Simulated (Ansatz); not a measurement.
# C4H8Ge: a ladder of functionals and wavefunction methods

An exercise on one series of results from a longer session: the logs are not shown, and one member is left open.

The runs use Ansatz 0.2.0, Gaussian basis; functionals in def2-TZVPP, the program's frozen cores in correlated methods.

The runs, in order: LDA (SPW92), PBE-D4, revPBE-D4, BLYP-D4, r2SCAN-D4, B97M-V, PBE0-D4, B3LYP-D4, r2SCANh-D4, r2SCAN0-D4, HSE06-D4, BHLYP-D4, CAM-B3LYP-D4, LC-ωPBE, ωB97X-V, ωB97M-V, B2PLYP, PBE-QIDH; CCSD(T)/def2-SVP; CCSD(T)/def2-TZVPP; MP2/def2-QZVPP; extrapolation to the limit; RPA on PBE.

## Structure used throughout

All runs share one geometry, relaxed beforehand with PBE0-D4 in a triple-zeta def2 set.

SMILES `C=[CH][GeH2][CH]=C`, 13 atoms, charge 0, spin multiplicity 1.

Atoms are counted from 1 here; the program's logs count them from 0.

Bond lengths: C1–C2 1.328 Å, C1–H6 1.087 Å, C1–H7 1.086 Å, C2–Ge3 1.944 Å, C2–H8 1.088 Å, Ge3–C4 1.944 Å, Ge3–H9 1.542 Å, Ge3–H10 1.542 Å, C4–C5 1.328 Å, C4–H11 1.088 Å, C5–H12 1.087 Å, C5–H13 1.086 Å. Angles: C2–C1–H6 121.7°, C2–C1–H7 122.1°, H6–C1–H7 116.1°, C1–C2–Ge3 124.1°, C1–C2–H8 118.6°, Ge3–C2–H8 117.3°, C2–Ge3–C4 111.1°, C2–Ge3–H9 110.4°, C2–Ge3–H10 108.9°, C4–Ge3–H9 108.9°, C4–Ge3–H10 110.3°, H9–Ge3–H10 107.2°, Ge3–C4–C5 124.2°, Ge3–C4–H11 117.2°, C5–C4–H11 118.6°, C4–C5–H12 121.7°, C4–C5–H13 122.1°, H12–C5–H13 116.2°.

The first run:

Contents of in.yaml:

```yaml
crystal:
  periodic: [false, false, false]
  atoms:
    - {symbol: C, position_ang: [-1.328524, -1.399377, 0.530457]}
    - {symbol: C, position_ang: [-0.031159, -1.589401, 0.322049]}
    - {symbol: Ge, position_ang: [1.300358, -0.174301, 0.373822]}
    - {symbol: C, position_ang: [0.542619, 1.519955, -0.203092]}
    - {symbol: C, position_ang: [-0.487752, 1.632250, -1.032644]}
    - {symbol: H, position_ang: [-2.037641, -2.222748, 0.509737]}
    - {symbol: H, position_ang: [-1.742766, -0.416154, 0.733981]}
    - {symbol: H, position_ang: [0.321155, -2.599461, 0.123623]}
    - {symbol: H, position_ang: [1.855597, -0.011800, 1.803666]}
    - {symbol: H, position_ang: [2.483441, -0.567387, -0.534296]}
    - {symbol: H, position_ang: [1.010215, 2.428036, 0.171952]}
    - {symbol: H, position_ang: [-0.868495, 2.601572, -1.343467]}
    - {symbol: H, position_ang: [-0.996650, 0.764017, -1.441086]}
basis:
  gaussian: {orbitals: def2-TZVPP}
hamiltonian: {xc: lda}
output: {orbitals: {seedname: orbitals}}
```

Run with:

```sh
ansatz run in.yaml --threads 4 --pin off --events-out ev --progress --plain --max-ram 11315MiB
```

Among the steps run: LDA; PBE-D4 (GGA); revPBE-D4 (GGA); BLYP-D4 (GGA); r2SCAN-D4 (meta-GGA); B97M-V (meta-GGA); PBE0-D4 (hybrid); B3LYP-D4 (hybrid); r2SCANh-D4 (hybrid); r2SCAN0-D4 (hybrid); HSE06-D4 (hybrid); BHLYP-D4 (hybrid); CAM-B3LYP-D4 (range-separated); LC-ωPBE (range-separated); ωB97X-V (range-separated); ωB97M-V (range-separated); B2PLYP (double hybrid); PBE-QIDH (double hybrid).

One of the session's tables, all rows but one given; the rest of the session is left out.

It belongs to the step «Frontier levels by functional». 

```
  functional  HOMO (eV)  gap (eV)
 LDA (SPW92)      -6.75      5.09
      PBE-D4      -6.60      5.18
   revPBE-D4      -6.54      5.22
     BLYP-D4      -6.44      5.16
   r2SCAN-D4      -6.81      5.61
      B97M-V      -6.83      5.65
     PBE0-D4      -7.71      7.28
    B3LYP-D4      -7.48      6.83
  r2SCANh-D4      -7.23      6.38
  r2SCAN0-D4      -7.85      7.54
    HSE06-D4      -7.31      6.50
    BHLYP-D4      -8.66      9.29
CAM-B3LYP-D4          ?         ?
     LC-ωPBE     -10.42     12.30
     ωB97X-V     -10.03     11.80
     ωB97M-V      -9.92     11.54
```

**Question.** Estimate the row for CAM-B3LYP-D4.

As computed: HOMO (eV): -9.02; gap (eV): 9.72. In the column «HOMO (eV)» it lies between ωB97M-V (-9.92) and BHLYP-D4 (-8.66).
